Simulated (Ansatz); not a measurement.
**GaHClO (doublet): relaxing a cheap start**

Aim: relax a generated start of GaHClO (doublet) and see which bonds hold.

The runs use Ansatz 0.2.0, Gaussian basis; UKS PBE0/def2-TZVP.

## Step 1: Starting geometry

4 atoms, charge 0, spin multiplicity 2.

Atoms are counted from 1 here; the program's logs count them from 0.

Bond lengths: Cl1–O2 1.681 Å, O2–Ga3 1.748 Å, Ga3–H4 1.849 Å. Angles: Cl1–O2–Ga3 172.9°, O2–Ga3–H4 101.3°.

The start was built by rule and, where that kept it together, relaxed with GFN2-xTB. Sticks and bond lists go by distance. No spin-orbit coupling is included. 

## Step 2: Relaxation

Contents of in.yaml:

```yaml
crystal:
  periodic: [false, false, false]
  atoms:
    - {symbol: Cl, position_ang: [-2.185669, 0.290444, -0.005704]}
    - {symbol: O, position_ang: [-0.510730, 0.152563, -0.001305]}
    - {symbol: Ga, position_ang: [1.200745, -0.204335, 0.003119]}
    - {symbol: H, position_ang: [1.925073, 1.496954, 0.005604]}
basis:
  gaussian: {orbitals: def2-TZVP}
magnetization: {spin_polarized: true, initial_magnetization: 1}
hamiltonian: {xc: pbe0}
relax: {f_tol: 0.004, max_steps: 80}
```

On the command line:

```console
$ ansatz run in.yaml --threads 1 --pin off --events-out ev --progress --plain --max-ram 2176MiB
```

Q: Predict the outcome of this session. Wanted: energy gained; shift from the start; total energy; dipole moment; ⟨S²⟩.

**Answer**, as computed:

| quantity | value |
| --- | --- |
| steps | 11 |
| energy gained | 0.628 eV |
| shift from the start (rms) | 0.481 Å |
| total energy | -66949.7726 eV |
| dipole moment | 2.23 D |
| ⟨S²⟩ | 0.755 |

**Reading.** The bonds of the start are those of the end. Ga3–H4 went from 1.849 to 1.602 Å. No vibrations were run, so this is a stationary point, not a proven minimum, and this spin need not be the ground state's.
